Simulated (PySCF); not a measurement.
**AsSO₃ (-3): NMR shifts at several levels of theory**

How much do the NMR shifts of AsSO₃ (-3) (`[O-][As]([O-])([O-])=S`) depend on the level of theory, and what does each level cost?

Programs: PySCF 2.14.0, with density-fitted response routines of our own. Each step states its level of theory. These are calculated values for one molecule in the gas phase, unless marked as measured. Atoms are numbered from 0 throughout.

### 1 The starting structure

5 atoms, charge -3, multiplicity 1; geometry from: GFN2-xTB.

Bonds of the start (Å): O0–As1 1.69, As1–O2 1.69, As1–O3 1.69, As1–S4 2.26.

### 2 Geometry optimisation at PBE0-D3(BJ)/def2-SVP

Job settings and geometry (Å):

```
{"job": {"xc": "PBE0", "basis": "def2-SVP", "d3": "d3bj", "grid": 1, "kind": "geom"}, "charge": -3, "multiplicity": 1}
O      1.664200    -0.705960    -0.132510
As     0.050640    -0.265040     0.138610
O     -1.003000    -1.417880    -0.518790
O     -0.243470    -0.061960     1.795100
S     -0.326820     1.709880    -0.894650
```

Output:

```text
step   0  E = -2858.10210913  max force = 0.015041
step   1  E = -2858.10347553  max force = 0.007269
step   2  E = -2858.10371138  max force = 0.001651
step   3  E = -2858.10373452  max force = 0.000323
step   4  E = -2858.10373542  max force = 0.000370
optimisation converged
```

Run time: 16 s. Hardware: 4 threads of Arm Neoverse N1, shared host.

The steps of the relaxation:

```
step  energy from step 0 (eV)  largest force component (eV/Å)
   0                   0.0000                          0.7734
   1                  -0.0372                          0.3738
   2                  -0.0436                          0.0849
   3                  -0.0442                          0.0166
   4                  -0.0443                          0.0190
```

Distances of close pairs at the start and the end, largest changes first:

```
  bond  before (Å)  after (Å)  change (Å)
As1–S4       2.261      2.360      +0.100
O0–As1       1.695      1.700      +0.006
As1–O2       1.695      1.700      +0.005
As1–O3       1.695      1.700      +0.005
```

The end geometry stands in the next job.

```
                         at the end point                value
  point group (found at 0.08 Å tolerance)                  C3v
rotational constants (GHz, main isotopes)  4.028, 2.126, 2.125
```

### 3 Shielding tensors: PBE0/pcSseg-2

Job settings and geometry (Å):

```
{"job": {"kind": "nmr", "xc": "PBE0", "basis": "pcSseg-2", "pop": false}, "charge": -3, "multiplicity": 1}
O      1.672713    -0.733327    -0.108577
As     0.053615    -0.284133     0.151878
O     -1.010107    -1.436663    -0.503971
O     -0.249421    -0.050295     1.808211
S     -0.325250     1.763459    -0.959781
```

Level: GIAO PBE0/pcSseg-2 NMR shielding, non-relativistic, gas phase.

Output:

```text
coarse grid: 29192 points
cycle   1  E = -2858.4050750720  dE =  1.415e-01  |g| = 1.849e+00  |ddm| = 2.141e+00
cycle   2  E = -2856.9718055024  dE =  1.433e+00  |g| = 3.227e+00  |ddm| = 6.103e+00
cycle   3  E = -2858.9078406803  dE = -1.936e+00  |g| = 4.318e-01  |ddm| = 5.332e+00
cycle   4  E = -2858.9462399203  dE = -3.840e-02  |g| = 1.964e-01  |ddm| = 6.372e-01
cycle   5  E = -2858.9546846485  dE = -8.445e-03  |g| = 2.592e-02  |ddm| = 2.154e-01
cycle   6  E = -2858.9547960152  dE = -1.114e-04  |g| = 1.366e-02  |ddm| = 4.115e-02
cycle   7  E = -2858.9548437105  dE = -4.770e-05  |g| = 2.077e-03  |ddm| = 1.782e-02
cycle   8  E = -2858.9548439005  dE = -1.899e-07  |g| = 9.705e-04  |ddm| = 2.294e-03
final grid: 58448 points
cycle   9  E = -2858.9548365281  dE =  3.698e-07  |g| = 1.770e-03  |ddm| = 2.439e-03
cycle  10  E = -2858.9548344372  dE =  2.091e-06  |g| = 3.724e-03  |ddm| = 4.068e-03
cycle  11  E = -2858.9548371485  dE = -2.711e-06  |g| = 3.829e-04  |ddm| = 2.601e-03
cycle  12  E = -2858.9548371801  dE = -3.160e-08  |g| = 5.407e-05  |ddm| = 3.968e-04
cycle  13  E = -2858.9548371804  dE = -3.256e-10  |g| = 7.244e-06  |ddm| = 4.435e-05
converged SCF energy = -2858.9548371804

GIAO shielding tensors (ppm)
atom      isotropic    diamagn.    paramagn.     s11        s22        s33       span
  0 O       80.209     409.917    -329.708    -32.832     33.880    239.578    272.410
  1 As     971.670    2864.520   -1892.850    845.946   1034.403   1034.660    188.715
  2 O       80.116     409.927    -329.811    -33.169     34.224    239.293    272.463
  3 O       80.436     409.930    -329.493    -32.395     34.131    239.574    271.969
  4 S      619.309    1060.146    -440.838    424.976    426.065   1006.886    581.910
```

Wall time 23 s (4 threads of Arm Neoverse N1, shared host).

The references, computed at this level on geometries of the same kind, shield at (ppm): ¹⁷O H2O 328.2, ³³S CS2 503, ⁷⁵As AsH3 1915. Their shielding less the atom's gives the shift. The references are single molecules in the gas phase, so shifts against H2O, NH3, PH3, H3PO4 or CFCl3 are not on the usual liquid scales and can be off by tens of ppm. Shifts against hydride references such as AlH4− lie on their own scale. Atoms listed in one row are averaged.

```
     atoms               environment  σ (ppm)  δ (ppm)
O0, O2, O3       oxygen bonded to As     80.3    247.9
       As1  arsenic bonded to 3 O, S      972      943
        S4       sulfur bonded to As      619     -116
```

### 4 Nuclear shieldings: PBE/pcSseg-2

Job settings and geometry (Å):

```
{"job": {"kind": "nmr", "xc": "PBE", "basis": "pcSseg-2", "pop": false}, "charge": -3, "multiplicity": 1}
O      1.672713    -0.733327    -0.108577
As     0.053615    -0.284133     0.151878
O     -1.010107    -1.436663    -0.503971
O     -0.249421    -0.050295     1.808211
S     -0.325250     1.763459    -0.959781
```

Level: GIAO PBE/pcSseg-2 NMR shielding, non-relativistic, gas phase.

Output:

```text
coarse grid: 29192 points
cycle   1  E = -2858.1877448814  dE =  4.311e-01  |g| = 2.138e+00  |ddm| = 2.171e+00
cycle   2  E = -2852.3489089984  dE =  5.839e+00  |g| = 4.972e+00  |ddm| = 2.416e+01
cycle   3  E = -2858.4329299743  dE = -6.084e+00  |g| = 1.262e+00  |ddm| = 2.349e+01
cycle   4  E = -2858.8362887108  dE = -4.034e-01  |g| = 4.991e-01  |ddm| = 2.375e+00
cycle   5  E = -2858.8885171127  dE = -5.223e-02  |g| = 1.741e-01  |ddm| = 6.611e-01
cycle   6  E = -2858.8945072455  dE = -5.990e-03  |g| = 7.284e-02  |ddm| = 2.906e-01
cycle   7  E = -2858.8960756415  dE = -1.568e-03  |g| = 1.938e-02  |ddm| = 1.289e-01
cycle   8  E = -2858.8961067837  dE = -3.114e-05  |g| = 6.212e-03  |ddm| = 2.121e-02
cycle   9  E = -2858.8961181987  dE = -1.141e-05  |g| = 2.922e-03  |ddm| = 1.007e-02
cycle  10  E = -2858.8961197175  dE = -1.519e-06  |g| = 9.457e-04  |ddm| = 2.954e-03
final grid: 58448 points
cycle  11  E = -2858.8961068156  dE =  1.605e-06  |g| = 3.121e-03  |ddm| = 3.067e-03
cycle  12  E = -2858.8960865627  dE =  2.025e-05  |g| = 1.069e-02  |ddm| = 1.023e-02
cycle  13  E = -2858.8961086992  dE = -2.214e-05  |g| = 1.362e-04  |ddm| = 7.931e-03
cycle  14  E = -2858.8961087018  dE = -2.691e-09  |g| = 8.645e-05  |ddm| = 2.029e-04
cycle  15  E = -2858.8961087035  dE = -1.633e-09  |g| = 7.733e-06  |ddm| = 8.554e-05
cycle  16  E = -2858.8961087035  dE = -1.091e-11  |g| = 2.995e-06  |ddm| = 1.309e-05
converged SCF energy = -2858.8961087035

GIAO shielding tensors (ppm)
atom      isotropic    diamagn.    paramagn.     s11        s22        s33       span
  0 O       48.690     412.678    -363.989    -78.404     -3.561    228.034    306.438
  1 As     936.405    2864.890   -1928.485    787.998   1010.464   1010.753    222.754
  2 O       48.600     412.688    -364.088    -78.769     -3.158    227.726    306.495
  3 O       48.920     412.693    -363.773    -77.959     -3.313    228.032    305.991
  4 S      588.347    1060.214    -471.867    380.751    381.841   1002.448    621.698
```

Run time: 19 s. Hardware: 4 threads of Arm Neoverse N1, shared host.

This run: δ O0 279.1, As1 945, S4 -91 ppm (means over like atoms).

### 5 Nuclear shieldings: wB97X-D/pcSseg-2

Job settings and geometry (Å):

```
{"job": {"kind": "nmr", "xc": "wB97X-D", "basis": "pcSseg-2", "pop": false}, "charge": -3, "multiplicity": 1}
O      1.672713    -0.733327    -0.108577
As     0.053615    -0.284133     0.151878
O     -1.010107    -1.436663    -0.503971
O     -0.249421    -0.050295     1.808211
S     -0.325250     1.763459    -0.959781
```

Method: GIAO wB97X-D/pcSseg-2 NMR shielding, non-relativistic, gas phase.

Output:

```text
coarse grid: 29192 points
cycle   1  E = -2859.0356616504  dE = -5.704e-02  |g| = 1.861e+00  |ddm| = 2.119e+00
cycle   2  E = -2858.6244691282  dE =  4.112e-01  |g| = 2.504e+00  |ddm| = 2.737e+00
cycle   3  E = -2859.5826666288  dE = -9.582e-01  |g| = 1.914e-01  |ddm| = 1.621e+00
cycle   4  E = -2859.5906011889  dE = -7.935e-03  |g| = 8.119e-02  |ddm| = 2.486e-01
cycle   5  E = -2859.5919285790  dE = -1.327e-03  |g| = 1.651e-02  |ddm| = 8.611e-02
cycle   6  E = -2859.5919592562  dE = -3.068e-05  |g| = 9.640e-03  |ddm| = 2.188e-02
cycle   7  E = -2859.5919719277  dE = -1.267e-05  |g| = 1.132e-03  |ddm| = 7.605e-03
cycle   8  E = -2859.5919722930  dE = -3.653e-07  |g| = 4.030e-04  |ddm| = 2.000e-03
final grid: 58448 points
cycle   9  E = -2859.5918584314  dE = -1.193e-06  |g| = 1.007e-03  |ddm| = 2.677e-03
cycle  10  E = -2859.5918584220  dE =  9.393e-09  |g| = 1.079e-03  |ddm| = 1.070e-03
cycle  11  E = -2859.5918585399  dE = -1.178e-07  |g| = 1.689e-04  |ddm| = 5.102e-04
cycle  12  E = -2859.5918585448  dE = -4.939e-09  |g| = 6.919e-05  |ddm| = 1.307e-04
cycle  13  E = -2859.5918585459  dE = -1.084e-09  |g| = 1.835e-05  |ddm| = 7.881e-05
cycle  14  E = -2859.5918585460  dE = -1.337e-10  |g| = 6.064e-06  |ddm| = 3.835e-05
converged SCF energy = -2859.5918585460

GIAO shielding tensors (ppm)
atom      isotropic    diamagn.    paramagn.     s11        s22        s33       span
  0 O       93.188     409.638    -316.450    -14.743     48.073    246.233    260.976
  1 As     955.483    2864.366   -1908.882    828.259   1018.910   1019.282    191.023
  2 O       93.073     409.653    -316.580    -15.116     48.381    245.955    261.071
  3 O       93.393     409.647    -316.254    -14.333     48.294    246.218    260.551
  4 S      610.916    1060.403    -449.487    410.896    411.849   1010.004    599.108
```

Wall time 31 s (4 threads of Arm Neoverse N1, shared host).

Key values: δ O0 233.6, As1 934, S4 -111 ppm (means over like atoms).

### 6 Shielding tensors: KT2/pcSseg-2

Job settings and geometry (Å):

```
{"job": {"kind": "nmr", "xc": "KT2", "basis": "pcSseg-2", "pop": false}, "charge": -3, "multiplicity": 1}
O      1.672713    -0.733327    -0.108577
As     0.053615    -0.284133     0.151878
O     -1.010107    -1.436663    -0.503971
O     -0.249421    -0.050295     1.808211
S     -0.325250     1.763459    -0.959781
```

Method: GIAO KT2/pcSseg-2 NMR shielding, non-relativistic, gas phase.

Output:

```text
coarse grid: 29192 points
cycle   1  E = -2874.1780891908  dE =  4.636e-01  |g| = 1.906e+00  |ddm| = 2.135e+00
cycle   2  E = -2868.3791536899  dE =  5.799e+00  |g| = 4.685e+00  |ddm| = 2.308e+01
cycle   3  E = -2874.5442476744  dE = -6.165e+00  |g| = 9.833e-01  |ddm| = 2.252e+01
cycle   4  E = -2874.7946384930  dE = -2.504e-01  |g| = 5.724e-01  |ddm| = 2.422e+00
cycle   5  E = -2874.8865350960  dE = -9.190e-02  |g| = 1.052e-01  |ddm| = 6.626e-01
cycle   6  E = -2874.8872933733  dE = -7.583e-04  |g| = 8.046e-02  |ddm| = 2.087e-01
cycle   7  E = -2874.8887279062  dE = -1.435e-03  |g| = 1.547e-02  |ddm| = 1.185e-01
cycle   8  E = -2874.8887969292  dE = -6.902e-05  |g| = 4.701e-03  |ddm| = 2.232e-02
cycle   9  E = -2874.8887991590  dE = -2.230e-06  |g| = 3.825e-03  |ddm| = 6.718e-03
cycle  10  E = -2874.8888020701  dE = -2.911e-06  |g| = 4.911e-04  |ddm| = 3.428e-03
final grid: 58448 points
cycle  11  E = -2874.8887936115  dE =  8.115e-08  |g| = 1.162e-03  |ddm| = 2.319e-03
cycle  12  E = -2874.8887911004  dE =  2.511e-06  |g| = 3.486e-03  |ddm| = 4.998e-03
cycle  13  E = -2874.8887939272  dE = -2.827e-06  |g| = 3.707e-04  |ddm| = 3.443e-03
cycle  14  E = -2874.8887939610  dE = -3.381e-08  |g| = 1.255e-04  |ddm| = 5.482e-04
cycle  15  E = -2874.8887939642  dE = -3.171e-09  |g| = 3.445e-05  |ddm| = 1.388e-04
cycle  16  E = -2874.8887939644  dE = -2.165e-10  |g| = 1.045e-05  |ddm| = 2.842e-05
converged SCF energy = -2874.8887939644

GIAO shielding tensors (ppm)
atom      isotropic    diamagn.    paramagn.     s11        s22        s33       span
  0 O       47.997     412.368    -364.371    -78.093     -4.378    226.461    304.554
  1 As    1005.321    2869.565   -1864.244    862.279   1076.697   1076.986    214.706
  2 O       47.904     412.377    -364.473    -78.447     -3.986    226.145    304.591
  3 O       48.221     412.381    -364.160    -77.656     -4.138    226.457    304.113
  4 S      609.949    1062.229    -452.280    412.514    413.536   1003.797    591.283
```

Wall time 19 s (4 threads of Arm Neoverse N1, shared host).

In short: δ O0 276.3, As1 922, S4 -85 ppm (means over like atoms).

### 7 NMR shieldings: HF/pcSseg-2

Job settings and geometry (Å):

```
{"job": {"kind": "nmr", "xc": "HF", "basis": "pcSseg-2", "pop": false}, "charge": -3, "multiplicity": 1}
O      1.672713    -0.733327    -0.108577
As     0.053615    -0.284133     0.151878
O     -1.010107    -1.436663    -0.503971
O     -0.249421    -0.050295     1.808211
S     -0.325250     1.763459    -0.959781
```

With the program's defaults for keys left out, this is: GIAO HF/pcSseg-2 NMR shielding, non-relativistic, gas phase.

Output:

```text
final grid: 58448 points
cycle   1  E = -2855.7590357918  dE = -4.487e-01  |g| = 1.324e+00  |ddm| = 2.102e+00
cycle   2  E = -2855.9073728013  dE = -1.483e-01  |g| = 1.078e+00  |ddm| = 1.469e+00
cycle   3  E = -2856.0717281906  dE = -1.644e-01  |g| = 7.096e-02  |ddm| = 5.230e-01
cycle   4  E = -2856.0731689177  dE = -1.441e-03  |g| = 2.923e-02  |ddm| = 1.031e-01
cycle   5  E = -2856.0733898847  dE = -2.210e-04  |g| = 6.503e-03  |ddm| = 3.714e-02
cycle   6  E = -2856.0734176865  dE = -2.780e-05  |g| = 2.454e-03  |ddm| = 1.443e-02
cycle   7  E = -2856.0734210665  dE = -3.380e-06  |g| = 1.142e-03  |ddm| = 4.098e-03
cycle   8  E = -2856.0734216918  dE = -6.253e-07  |g| = 3.161e-04  |ddm| = 1.830e-03
cycle   9  E = -2856.0734217837  dE = -9.195e-08  |g| = 9.223e-05  |ddm| = 8.491e-04
cycle  10  E = -2856.0734217917  dE = -7.904e-09  |g| = 3.132e-05  |ddm| = 3.043e-04
cycle  11  E = -2856.0734217922  dE = -5.857e-10  |g| = 1.255e-05  |ddm| = 7.645e-05
converged SCF energy = -2856.0734217922

GIAO shielding tensors (ppm)
atom      isotropic    diamagn.    paramagn.     s11        s22        s33       span
  0 O      158.598     406.014    -247.416     76.365    121.871    277.559    201.194
  1 As    1152.613    2861.611   -1708.998   1060.025   1198.766   1199.046    139.022
  2 O      158.492     406.024    -247.532     76.055    122.088    277.332    201.277
  3 O      158.807     406.023    -247.216     76.761    122.112    277.548    200.787
  4 S      705.602    1059.575    -353.974    547.365    548.343   1021.098    473.733
```

It took 15 s on 4 threads of Arm Neoverse N1, shared host.

Key values: δ O0 167.7, As1 819, S4 -183 ppm (means over like atoms).

### 8 Side by side: NMR shifts

Shifts (ppm), means over like atoms, with basis size and wall time:

```
             run     O0  As1    S4  functions  time
   PBE0/pcSseg-2  247.9  943  -116        214  23 s
    PBE/pcSseg-2  279.1  945   -91        214  19 s
wB97X-D/pcSseg-2  233.6  934  -111        214  31 s
    KT2/pcSseg-2  276.3  922   -85        214  19 s
     HF/pcSseg-2  167.7  819  -183        214  15 s
```

### 9 Summary of results

```
                                                               quantity                 value
                                                            point group                   C3v
                                   rotational constants (main isotopes)  4.03, 2.13, 2.12 GHz
¹⁷O shifts against H2O (PBE0/pcSseg-2, means over atoms taken as alike)             247.9 ppm
                               ⁷⁵As shifts against AsH3 (PBE0/pcSseg-2)               943 ppm
                                 ³³S shifts against CS2 (PBE0/pcSseg-2)              -116 ppm
                                              range of the shift of As1        819 to 945 ppm
```

What this shows: Single values in the summary come from the first run of each kind that ended normally (PBE0/pcSseg-2), which need not be the best level. The optimisation took 4 steps and gained 0.044 eV; among the close pairs (by a distance rule), As1–S4 changed most, from 2.261 to 2.360 Å. At PBE0/pcSseg-2: The widest tensor belongs to S4: span 582 ppm, with a paramagnetic part of -441 ppm. In ppm, As1 moves most: its shift spreads over 126 ppm, from 819 (HF/pcSseg-2) to 945 (PBE/pcSseg-2). Spin-orbit coupling is left out, which matters for shieldings and couplings at and beside the heavy atoms. At PBE0/pcSseg-2 the HOMO lies above zero (+8.06 eV), as often for anions in the gas phase: self-interaction error lifts it, or the electron is held by the finite basis alone; counter-ions and solvent are missing.
